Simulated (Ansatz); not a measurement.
**AsGeH5S2: inversion of the pyramid at As4**

How high is the barrier for the inversion of the pyramid at As4? Relax the two ends, then run a nudged elastic band between them. SMILES of the start: [GeH3][S]S[AsH2].

All numbers below are computed with Ansatz 0.2.0 (RKS PBE-D4/def2-SVP).

## 1. The starting structure

Bond lengths: Ge1–S2 2.182 Å, S2–S3 2.117 Å, S3–As4 2.189 Å, Ge1–H5 1.554 Å, Ge1–H6 1.627 Å, Ge1–H7 1.541 Å, As4–H8 1.541 Å, As4–H9 1.579 Å. Angles: Ge1–S2–S3 90.2°, S2–Ge1–H5 111.7°, S2–Ge1–H6 108.6°, S2–Ge1–H7 111.4°, H5–Ge1–H6 106.7°, H5–Ge1–H7 110.6°, H6–Ge1–H7 107.5°, S2–S3–As4 93.4°, S3–As4–H8 94.0°, S3–As4–H9 96.2°, H8–As4–H9 94.6°.

As a file:

```xyz
9

Ge   -0.4772    1.3192   -1.1900
S     0.6607    1.2535    0.6704
S     1.4014   -0.6628    0.1580
As   -0.1368   -1.7105    1.3096
H    -1.5372    0.1846   -1.2568
H    -1.2921    2.7264   -1.2508
H     0.4502    1.2675   -2.4195
H     0.5773   -3.0740    1.2287
H     0.4422   -1.3501    2.7333
```

## 2. End point A

Input file input.yaml:

```yaml
crystal:
  periodic: [false, false, false]
  atoms:
    - { symbol: Ge, position_ang: [-0.4772, 1.3192, -1.19] }
    - { symbol: S, position_ang: [0.6607, 1.2535, 0.6704] }
    - { symbol: S, position_ang: [1.4014, -0.6628, 0.158] }
    - { symbol: As, position_ang: [-0.1368, -1.7105, 1.3096] }
    - { symbol: H, position_ang: [-1.5372, 0.1846, -1.2568] }
    - { symbol: H, position_ang: [-1.2921, 2.7264, -1.2508] }
    - { symbol: H, position_ang: [0.4502, 1.2675, -2.4195] }
    - { symbol: H, position_ang: [0.5773, -3.074, 1.2287] }
    - { symbol: H, position_ang: [0.4422, -1.3501, 2.7333] }
basis:
  gaussian: { orbitals: def2-SVP }
hamiltonian:
  xc: pbe
  dispersion: d4
relax:
  f_tol: 0.015
  max_steps: 40
```

Run with:

```console
ansatz run input.yaml --threads 2 --pin off --max-ram 3072MiB --backend cpu --events-out ev --progress --plain --runs-dir out
```

What it wrote (excerpt; [...] marks lines left out):

```text
Warning: RAYON_NUM_THREADS=2 ignored (pool sized by the plan → 2); use --threads N
[...]
Functional definition: PBE
[...]
1414 factors; their error is unknown
[...]
mean field -139063.39922308 eV, -5110.4856608906 hartree, gradient 5.9e-5 eV, S^2 0.000000; 0 other end points of the search recorded, 0 dependent functions left out
[...]
reference -139063.39925881 eV, -5110.4856622037 hartree; 51, 51 occupied and 74, 74 virtual orbitals, 1414 factors
relax step   1: F+E_penalty+E_count = -139063.71668149 eV  Δ(F+E_penalty+E_count) = +0.000e0 eV  max|allowed force component| = 1.494e0 eV/Å  Δτ_max = 0.0000 Å  (26 SCF iters, accepted)
[...]
relax step   4: F+E_penalty+E_count = -139063.99049733 eV  Δ(F+E_penalty+E_count) = -8.907e-3 eV  max|allowed force component| = 8.545e-2 eV/Å  Δτ_max = 0.1251 Å  (28 SCF iters, accepted)
[...]
relax step   7: F+E_penalty+E_count = -139064.00397265 eV  Δ(F+E_penalty+E_count) = -4.471e-3 eV  max|allowed force component| = 1.544e-1 eV/Å  Δτ_max = 0.1950 Å  (27 SCF iters, accepted)
[...]
relax step  10: F+E_penalty+E_count = -139064.01082901 eV  Δ(F+E_penalty+E_count) = -3.989e-4 eV  max|allowed force component| = 1.721e-2 eV/Å  Δτ_max = 0.0305 Å  (26 SCF iters, accepted)
[...]
relax step  13: F+E_penalty+E_count = -139064.01113295 eV  Δ(F+E_penalty+E_count) = +9.882e-7 eV  max|allowed force component| = 1.959e-2 eV/Å  Δτ_max = 0.0064 Å  (23 SCF iters, rejected (line search))
[...]
relax step  14: F+E_penalty+E_count = -139064.01117173 eV  Δ(F+E_penalty+E_count) = -3.779e-5 eV  max|allowed force component| = 1.289e-2 eV/Å  Δτ_max = 0.0032 Å  (19 SCF iters, accepted)
1414 factors; their error is unknown
[...]
mean field -139063.70962370 eV, -5110.4970679032 hartree, gradient 7.7e-5 eV, S^2 0.000000; 1 other end points of the search recorded, 0 dependent functions left out
[...]
reference -139063.70965928 eV, -5110.4970692105 hartree; 51, 51 occupied and 74, 74 virtual orbitals, 1414 factors
Total energy: -139064.01120730 eV, -5110.5081508961 hartree
Atom 0 at    -0.537858     1.374339    -1.325315 Å, force     0.003215    -0.000286     0.000510 eV/Å
Atom 1 at     0.671386     1.495494     0.582993 Å, force    -0.001160    -0.000476    -0.001285 eV/Å
Atom 2 at     1.511076    -0.437584     0.522938 Å, force     0.002840     0.002567     0.000239 eV/Å
Atom 3 at    -0.143790    -1.640378     1.568614 Å, force     0.010289    -0.012889     0.005041 eV/Å
Atom 4 at    -1.535865     0.195752    -1.189158 Å, force    -0.001775    -0.000760     0.000057 eV/Å
Atom 5 at    -1.287603     2.727445    -1.457256 Å, force    -0.000539     0.000639    -0.000102 eV/Å
Atom 6 at     0.416844     1.144577    -2.522841 Å, force    -0.000953    -0.000442     0.000733 eV/Å
Atom 7 at     0.336082    -2.970692     0.944053 Å, force    -0.005603     0.008958     0.002478 eV/Å
Atom 8 at     0.658228    -1.935152     2.858872 Å, force    -0.006314     0.002689    -0.007671 eV/Å
Dipole moment:    -0.247237    -0.188676    -0.081127 e Å
```

Wall time 31 s (2 threads of Arm Neoverse V2, shared host); peak memory 0.18 GiB.

The steps of the relaxation:

| step | energy from step 1 (eV) | largest force component (eV/Å) |
| --- | --- | --- |
| 1 | 0.0000 | 1.4936 |
| 2 | -0.2359 | 0.4643 |
| 3 | -0.2649 | 0.2269 |
| 4 | -0.2738 | 0.0854 |
| 5 | -0.2773 | 0.1004 |
| 6 | -0.2828 | 0.0619 |
| 7 | -0.2873 | 0.1544 |
| 8 | -0.2916 | 0.1263 |
| 9 | -0.2937 | 0.0201 |
| 10 | -0.2941 | 0.0172 |
| 11 | -0.2944 | 0.0308 |
| 12 | -0.2945 | 0.0237 |
| 13x | -0.2945 | 0.0196 |
| 14 | -0.2945 | 0.0129 |

Step 1 is the start. 1 step was tried and not accepted (marked x).

After: Bond lengths: Ge1–S2 2.262 Å, S2–S3 2.108 Å, S3–As4 2.298 Å, Ge1–H5 1.550 Å, Ge1–H6 1.553 Å, Ge1–H7 1.549 Å, As4–H8 1.546 Å, As4–H9 1.548 Å. Angles: Ge1–S2–S3 98.0°, S2–Ge1–H5 108.1°, S2–Ge1–H6 106.4°, S2–Ge1–H7 109.3°, H5–Ge1–H6 111.0°, H5–Ge1–H7 110.6°, H6–Ge1–H7 111.2°, S2–S3–As4 100.4°, S3–As4–H8 92.5°, S3–As4–H9 96.1°, H8–As4–H9 90.7°.

## 3. Relaxing end B

The second end starts from a geometry with the move made by hand.

Changes to input.yaml since step 2:

```diff
@@ -10,4 +10,4 @@
     - { symbol: H, position_ang: [0.4502, 1.2675, -2.4195] }
-    - { symbol: H, position_ang: [0.5773, -3.074, 1.2287] }
-    - { symbol: H, position_ang: [0.4422, -1.3501, 2.7333] }
+    - { symbol: H, position_ang: [-0.87755, -2.22358, 0.05914] }
+    - { symbol: H, position_ang: [-1.07982, -0.46042, 1.50974] }
 basis:
```

Run with:

```console
ansatz run input.yaml --threads 2 --pin off --max-ram 3072MiB --backend cpu --events-out ev --progress --plain --runs-dir out
```

What it wrote (excerpt; [...] marks lines left out):

```text
Warning: RAYON_NUM_THREADS=2 ignored (pool sized by the plan → 2); use --threads N
[...]
[... 1 set-up line as earlier in the session ...]
[...]
1414 factors; their error is unknown
[...]
mean field -139063.08097557 eV, -5110.4739655105 hartree, gradient 3.7e-5 eV, S^2 0.000000; 0 other end points of the search recorded, 0 dependent functions left out
[...]
reference -139063.08100983 eV, -5110.4739667694 hartree; 51, 51 occupied and 74, 74 virtual orbitals, 1414 factors
relax step   1: F+E_penalty+E_count = -139063.41170280 eV  Δ(F+E_penalty+E_count) = +0.000e0 eV  max|allowed force component| = 1.383e0 eV/Å  Δτ_max = 0.0000 Å  (26 SCF iters, accepted)
[...]
relax step   5: F+E_penalty+E_count = -139063.93283857 eV  Δ(F+E_penalty+E_count) = -3.550e-2 eV  max|allowed force component| = 3.636e-1 eV/Å  Δτ_max = 0.2000 Å  (29 SCF iters, accepted)
[...]
Total energy: -139064.01765139 eV, -5110.5083877119 hartree
Atom 0 at    -0.493995     1.434403    -1.470744 Å, force     0.002010    -0.001986    -0.004726 eV/Å
Atom 1 at     0.452839     1.353511     0.580761 Å, force    -0.011183     0.014186     0.003874 eV/Å
Atom 2 at     1.371989    -0.534397     0.407197 Å, force     0.014878    -0.012900     0.001291 eV/Å
Atom 3 at    -0.148364    -2.085773     1.129352 Å, force    -0.000976    -0.002765    -0.003025 eV/Å
Atom 4 at    -1.431837     0.209610    -1.629707 Å, force    -0.000172    -0.000160     0.001214 eV/Å
Atom 5 at    -1.304702     2.756975    -1.520047 Å, force     0.001887     0.000602     0.002114 eV/Å
Atom 6 at     0.615328     1.415900    -2.550493 Å, force    -0.003082     0.000351    -0.001452 eV/Å
Atom 7 at    -1.331624    -1.570178     0.282771 Å, force    -0.003460     0.000252     0.000633 eV/Å
Atom 8 at    -0.618005    -1.286151     2.360689 Å, force     0.000097     0.002420     0.000078 eV/Å
Dipole moment:    -0.332804    -0.070262    -0.131978 e Å
```

It took 36 s on 2 threads of Arm Neoverse V2, shared host; peak memory 0.18 GiB.

Relaxation path:

| step | energy from step 1 (eV) | largest force component (eV/Å) |
| --- | --- | --- |
| 1 | 0.0000 | 1.3825 |
| 2 | -0.4101 | 0.4688 |
| 3 | -0.4639 | 0.4220 |
| 4 | -0.4856 | 0.4658 |
| 5 | -0.5211 | 0.3636 |
| 6 | -0.5385 | 0.3225 |
| 7 | -0.5694 | 0.1659 |
| 8x | -0.5599 | 0.3632 |
| 9 | -0.5863 | 0.1012 |
| 10 | -0.5944 | 0.0993 |
| 11 | -0.5969 | 0.1592 |
| 12 | -0.6041 | 0.0300 |
| 13 | -0.6052 | 0.0146 |
| 14 | -0.6057 | 0.0338 |
| 15 | -0.6058 | 0.0184 |
| 16 | -0.6059 | 0.0149 |

Step 1 is the start. 1 step was tried and not accepted (marked x).

After: Bond lengths: Ge1–S2 2.261 Å, S2–S3 2.107 Å, S3–As4 2.289 Å, Ge1–H5 1.551 Å, Ge1–H6 1.552 Å, Ge1–H7 1.548 Å, As4–H8 1.544 Å, As4–H9 1.541 Å. Angles: Ge1–S2–S3 98.0°, S2–Ge1–H5 108.5°, S2–Ge1–H6 106.1°, S2–Ge1–H7 109.4°, H5–Ge1–H6 110.7°, H5–Ge1–H7 110.6°, H6–Ge1–H7 111.2°, S2–S3–As4 107.0°, S3–As4–H8 96.3°, S3–As4–H9 95.9°, H8–As4–H9 91.8°.

## 4. Nudged elastic band

crystal.atoms is end A as relaxed above, and neb.final_atoms is end B, turned to lie on A. With 7 inner images the band has 9 in all.

Input file input.yaml:

```yaml
crystal:
  periodic: [false, false, false]
  atoms:
    - { symbol: Ge, position_ang: [-0.537858, 1.374339, -1.325315] }
    - { symbol: S, position_ang: [0.671386, 1.495494, 0.582993] }
    - { symbol: S, position_ang: [1.511076, -0.437584, 0.522938] }
    - { symbol: As, position_ang: [-0.14379, -1.640378, 1.568614] }
    - { symbol: H, position_ang: [-1.535865, 0.195752, -1.189158] }
    - { symbol: H, position_ang: [-1.287603, 2.727445, -1.457256] }
    - { symbol: H, position_ang: [0.416844, 1.144577, -2.522841] }
    - { symbol: H, position_ang: [0.336082, -2.970692, 0.944053] }
    - { symbol: H, position_ang: [0.658228, -1.935152, 2.858872] }
basis:
  gaussian: { orbitals: def2-SVP }
hamiltonian:
  xc: pbe
  dispersion: d4
neb:
  order_check: false
  images: 7
  f_tol: 0.05
  max_iterations: 60
  initial_path: idpp
  final_atoms:
    - { symbol: Ge, position_ang: [-0.49884432, 1.15740653, -1.19343796] }
    - { symbol: S, position_ang: [0.72444293, 1.28651623, 0.70356228] }
    - { symbol: S, position_ang: [1.86344303, -0.4662932, 0.43994191] }
    - { symbol: As, position_ang: [0.68729199, -2.17762511, 1.40314512] }
    - { symbol: H, position_ang: [-1.27079368, -0.18759403, -1.19188271] }
    - { symbol: H, position_ang: [-1.48396169, 2.35610221, -1.15412194] }
    - { symbol: H, position_ang: [0.44234623, 1.24484805, -2.41953425] }
    - { symbol: H, position_ang: [-0.6615447, -1.85986516, 0.72321129] }
    - { symbol: H, position_ang: [0.28612021, -1.39969451, 2.67201627] }
```

Run with:

```console
ansatz run input.yaml --threads 2 --pin off --max-ram 3072MiB --backend cpu --events-out ev --progress --plain --runs-dir out
```

What it wrote (excerpt; [...] marks lines left out):

```text
Warning: RAYON_NUM_THREADS=2 ignored (pool sized by the plan → 2); use --threads N
[...]
[... 1 set-up line as earlier in the session ...]
[...]
1414 factors; their error is unknown
[...]
mean field -139063.70959581 eV, -5110.4970668780 hartree, gradient 4.5e-5 eV, S^2 0.000000; 0 other end points of the search recorded, 0 dependent functions left out
[...]
reference -139063.70963141 eV, -5110.4970681862 hartree; 51, 51 occupied and 74, 74 virtual orbitals, 1414 factors
1414 factors; their error is unknown
[...]
mean field -139063.71136086 eV, -5110.4971317426 hartree, gradient 2.8e-5 eV, S^2 0.000000; 0 other end points of the search recorded, 0 dependent functions left out
[...]
reference -139063.71139630 eV, -5110.4971330449 hartree; 51, 51 occupied and 74, 74 virtual orbitals, 1414 factors
NEB end point (image 0): max|allowed force component| = 1.294e-2 eV/Å (the criterion of neb.relax_end_points is 1.000e-2)
[...]
Total energy: -139062.44959554 eV, -5110.4507627222 hartree
Atom 0 at    -0.520726     1.258810    -1.350503 Å, force    -0.006173    -0.000548    -0.004742 eV/Å
Atom 1 at     0.689094     1.721245     0.485131 Å, force     0.014991    -0.023744    -0.000201 eV/Å
Atom 2 at     1.701292    -0.240881     0.619813 Å, force    -0.006215     0.023768     0.005556 eV/Å
Atom 3 at     0.467446    -1.686918     1.581846 Å, force    -0.001270    -0.002716     0.003554 eV/Å
Atom 4 at    -1.354793    -0.020769    -1.067791 Å, force    -0.001268     0.004203     0.001979 eV/Å
Atom 5 at    -1.455956     2.473724    -1.587773 Å, force     0.001919     0.001225     0.000323 eV/Å
Atom 6 at     0.407141     1.035095    -2.572761 Å, force    -0.003508    -0.003127     0.001635 eV/Å
Atom 7 at    -0.375765    -2.661172     0.811369 Å, force     0.006161    -0.000554    -0.001350 eV/Å
Atom 8 at     0.530767    -1.925333     3.063569 Å, force    -0.004635     0.001493    -0.006754 eV/Å
Dipole moment:    -0.274475    -0.372463     0.012940 e Å
this run last wrote the band of iteration 10 to <dir>
```

It took 2.6 min on 2 threads of Arm Neoverse V2, shared host; peak memory 0.19 GiB.

## 5. The band, image by image

The 7 inner images lie between the fixed ends 0 and 8. Energy is taken from image 0, and the path length is the program's own coordinate along the band.

| image | path (Å) | energy (eV) | sum of angles at As4 (°) | band force (eV/Å) |
| --- | --- | --- | --- | --- |
| 0 | 0.000 | 0.0000 | 279.2 | - |
| 1 | 0.515 | 0.0046 | 280.0 | 0.040 |
| 2 | 1.030 | 0.4177 | 322.1 | 0.023 |
| 3* | 1.544 | 1.5616 | 359.5 | 0.024 |
| 4 | 1.935 | 0.8425 | 345.7 | 0.025 |
| 5 | 2.325 | 0.2284 | 312.2 | 0.021 |
| 6 | 2.716 | 0.0574 | 295.1 | 0.009 |
| 7 | 3.106 | 0.0010 | 286.0 | 0.008 |
| 8 | 3.497 | -0.0065 | 284.0 | - |

The star marks the climbing image.

image, energy (eV) and a bar:
```
        0      0.000 
        1      0.005 
        2      0.418 ########
        3      1.562 ##############################
        4      0.843 ################
        5      0.228 ####
        6      0.057 #
        7      0.001 
        8     -0.006
```

How the highest energy settled:

| iteration | highest image above image 0 (eV) | largest band force (eV/Å) |
| --- | --- | --- |
| 1 | 1.8014 | 1.328 |
| 2 | 1.5328 | 0.950 |
| 3 | 1.5090 | 0.751 |
| 4 | 1.4659 | 1.318 |
| 5 | 1.5597 | 0.415 |
| 6 | 1.5658 | 0.211 |
| 7 | 1.5634 | 0.087 |
| 8 | 1.5623 | 0.088 |
| 9 | 1.5619 | 0.060 |
| 10 | 1.5616 | 0.040 |

The band as a trajectory file:

```xyz
9
image=0 dE=0.0000
Ge   -0.538    1.374   -1.325
S     0.671    1.495    0.583
S     1.511   -0.438    0.523
As   -0.144   -1.640    1.569
H    -1.536    0.196   -1.189
H    -1.288    2.727   -1.457
H     0.417    1.145   -2.523
H     0.336   -2.971    0.944
H     0.658   -1.935    2.859
9
image=1 dE=0.0046
Ge   -0.510    1.306   -1.341
S     0.682    1.586    0.561
S     1.544   -0.340    0.633
As   -0.139   -1.498    1.687
H    -1.451    0.092   -1.122
H    -1.326    2.607   -1.568
H     0.460    1.040   -2.518
H     0.067   -2.776    0.843
H     0.762   -2.064    2.808
9
image=2 dE=0.4177
Ge   -0.508    1.261   -1.345
S     0.724    1.638    0.517
S     1.720   -0.265    0.613
As    0.089   -1.463    1.638
H    -1.351   -0.012   -1.080
H    -1.430    2.492   -1.562
H     0.430    1.057   -2.560
H    -0.218   -2.719    0.800
H     0.633   -2.034    2.962
9
image=3 dE=1.5616
Ge   -0.521    1.259   -1.351
S     0.689    1.721    0.485
S     1.701   -0.241    0.620
As    0.467   -1.687    1.582
H    -1.355   -0.021   -1.068
H    -1.456    2.474   -1.588
H     0.407    1.035   -2.573
H    -0.376   -2.661    0.811
H     0.531   -1.925    3.064
9
image=4 dE=0.8425
Ge   -0.543    1.250   -1.356
S     0.665    1.728    0.483
S     1.670   -0.176    0.612
As    0.739   -1.903    1.558
H    -1.363   -0.034   -1.060
H    -1.485    2.460   -1.589
H     0.385    1.029   -2.577
H    -0.440   -2.565    0.854
H     0.461   -1.834    3.056
9
image=5 dE=0.2284
Ge   -0.579    1.224   -1.347
S     0.589    1.636    0.546
S     1.715   -0.160    0.586
As    0.932   -2.070    1.544
H    -1.393   -0.066   -1.081
H    -1.518    2.440   -1.569
H     0.370    1.035   -2.556
H    -0.441   -2.384    0.908
H     0.413   -1.701    2.952
9
image=6 dE=0.0574
Ge   -0.613    1.161   -1.315
S     0.508    1.483    0.627
S     1.793   -0.189    0.543
As    0.985   -2.090    1.532
H    -1.445   -0.134   -1.153
H    -1.537    2.395   -1.509
H     0.382    1.033   -2.496
H    -0.419   -2.186    0.898
H     0.434   -1.520    2.855
9
image=7 dE=0.0010
Ge   -0.617    1.078   -1.278
S     0.506    1.387    0.662
S     1.858   -0.222    0.498
As    0.948   -2.053    1.527
H    -1.409   -0.253   -1.198
H    -1.585    2.285   -1.410
H     0.395    1.042   -2.449
H    -0.438   -1.989    0.851
H     0.430   -1.320    2.780
9
image=8 dE=-0.0065
Ge   -0.401    1.052   -1.322
S     0.769    1.316    0.594
S     1.823   -0.508    0.550
As    0.530   -2.052    1.639
H    -1.242   -0.246   -1.212
H    -1.323    2.295   -1.440
H     0.580    0.966   -2.517
H    -0.779   -1.740    0.883
H     0.131   -1.129    2.808
```

## 6. Vibrations at the top

The geometry is the highest inner image of the first converged band.

Input file input.yaml:

```yaml
crystal:
  periodic: [false, false, false]
  atoms:
    - { symbol: Ge, position_ang: [-0.520726, 1.25881, -1.350503] }
    - { symbol: S, position_ang: [0.689094, 1.721245, 0.485131] }
    - { symbol: S, position_ang: [1.701292, -0.240881, 0.619813] }
    - { symbol: As, position_ang: [0.467446, -1.686918, 1.581846] }
    - { symbol: H, position_ang: [-1.354793, -0.020769, -1.067791] }
    - { symbol: H, position_ang: [-1.455956, 2.473724, -1.587773] }
    - { symbol: H, position_ang: [0.407141, 1.035095, -2.572761] }
    - { symbol: H, position_ang: [-0.375765, -2.661172, 0.811369] }
    - { symbol: H, position_ang: [0.530767, -1.925333, 3.063569] }
basis:
  gaussian: { orbitals: def2-SVP }
hamiltonian:
  xc: pbe
  dispersion: d4
phonons: {}
```

Run with:

```console
ansatz run input.yaml --threads 2 --pin off --max-ram 3072MiB --backend cpu --events-out ev --progress --plain --runs-dir out
```

What it wrote (excerpt; [...] marks lines left out):

```text
Warning: RAYON_NUM_THREADS=2 ignored (pool sized by the plan → 2); use --threads N
[...]
[... 1 set-up line as earlier in the session ...]
[...]
1414 factors; their error is unknown
[...]
mean field -139062.15418547 eV, -5110.4399066026 hartree, gradient 3.5e-5 eV, S^2 0.000000; 0 other end points of the search recorded, 0 dependent functions left out
[...]
reference -139062.15422140 eV, -5110.4399079229 hartree; 51, 51 occupied and 74, 74 virtual orbitals, 1414 factors
[...]
1414 factors; their error is unknown
mean field -139062.15406640 eV, -5110.4399022265 hartree, gradient 1.7e-6 eV, S^2 0.000000; 0 other end points of the search recorded, 0 dependent functions left out
[...]
reference -139062.15410232 eV, -5110.4399035468 hartree; 51, 51 occupied and 74, 74 virtual orbitals, 1414 factors
[...]
1414 factors; their error is unknown
mean field -139062.15416093 eV, -5110.4399057005 hartree, gradient 2.3e-6 eV, S^2 0.000000; 0 other end points of the search recorded, 0 dependent functions left out
[...]
WARN: phonons: modes at or below zero, which the zero-point energy, F, S and C_V leave out: 1, the lowest at -816.25 cm⁻¹. A minimum has none, and a first-order saddle one
[...]
Total energy: -139062.44960104 eV, -5110.4507629242 hartree
Atom 0 at    -0.520726     1.258810    -1.350503 Å, force    -0.005975    -0.000105    -0.004273 eV/Å
Atom 1 at     0.689094     1.721245     0.485131 Å, force     0.014739    -0.024043    -0.000798 eV/Å
Atom 2 at     1.701292    -0.240881     0.619813 Å, force    -0.006210     0.023817     0.005600 eV/Å
Atom 3 at     0.467446    -1.686918     1.581846 Å, force    -0.001049    -0.002741     0.003740 eV/Å
Atom 4 at    -1.354793    -0.020769    -1.067791 Å, force    -0.001336     0.004167     0.001920 eV/Å
Atom 5 at    -1.455956     2.473724    -1.587773 Å, force     0.001898     0.001237     0.000286 eV/Å
Atom 6 at     0.407141     1.035095    -2.572761 Å, force    -0.003485    -0.003146     0.001576 eV/Å
Atom 7 at    -0.375765    -2.661172     0.811369 Å, force     0.006184    -0.000570    -0.001329 eV/Å
Atom 8 at     0.530767    -1.925333     3.063569 Å, force    -0.004766     0.001385    -0.006721 eV/Å
Dipole moment:    -0.274477    -0.372462     0.012942 e Å
Vibrations: -816.25 35.30 103.83 122.91 174.45 318.34 334.42 391.61 440.32 504.13 535.19 547.64 788.15 831.69 846.72 883.93 2062.20 2080.25 2089.71 2251.99 2306.13 cm⁻¹, zero-point energy 1.094094 eV
```

Run time: 72 s. Hardware: 2 threads of Arm Neoverse V2, shared host; peak memory 0.18 GiB.

Of 21 modes, 1 is imaginary by more than 30 cm⁻¹ (816i cm⁻¹).

## 7. Summary of results

| quantity | value |
| --- | --- |
| end A | 12 moves, 0.294 eV lower |
| end B | 14 moves, 0.606 eV lower |
| barrier forwards | 1.56 eV |
| barrier backwards | 1.57 eV |
| second end relative to first | -0.006 eV |
| highest image | 3 of 0 to 8, climbing |
| band iterations | 10 |
| imaginary modes at the top | 816i cm⁻¹ |

What this shows: Along this path the system climbs 1.56 eV from the first end (60 kT at 300 K), which at an assumed attempt frequency of 10^13 s⁻¹ means a rate near 10^-13 s⁻¹. The ends differ by 7 meV at most. One imaginary mode, as a first-order saddle point has. These are electronic energies, with no zero-point or thermal terms.
